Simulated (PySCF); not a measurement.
# C7H10: the cost of one run

Computed with PySCF 2.14.0 and routines of our own; the level stands in each step. Atoms count from 0.

### 1 The starting structure

17 atoms, charge 0, multiplicity 1; geometry from: GFN2-xTB.

### 2 Magnetic properties: GIAO PBE/pcSseg-1

The job: settings as JSON, then the geometry in Å.

```
{"job": {"kind": "mag", "xc": "PBE", "basis": "pcSseg-1", "isotopologues": 2}, "charge": 0, "multiplicity": 1}
C     -2.029551     2.368149     0.195259
C     -1.130544     1.572089     0.195756
C     -0.102569     0.596494     0.219424
C      1.101743     0.893290    -0.275378
C      2.285056    -0.011212    -0.348306
C     -0.511533    -0.738259     0.788623
C     -1.130824    -1.618990    -0.297216
H     -2.804068     3.075527     0.189882
H      1.265955     1.891230    -0.663562
H      2.043325    -1.032118    -0.068829
H      2.683387    -0.014760    -1.362885
H      3.074491     0.354324     0.310642
H      0.350146    -1.242336     1.228630
H     -1.246502    -0.575089     1.580281
H     -1.436767    -2.576909     0.118132
H     -0.414668    -1.799440    -1.096354
H     -2.004075    -1.129961    -0.724010
```

Method: GIAO PBE/pcSseg-1 magnetisability, rotational g tensor and spin-rotation constants, non-relativistic, gas phase.

Started as:

```
$ OMP_NUM_THREADS=1 python excited_run.py task.json out
```

One launch serves the whole session: the jobs run in the order shown.

**Question.** How long does this run take on 1 thread of Arm Neoverse V2, shared host?

About 35 s.
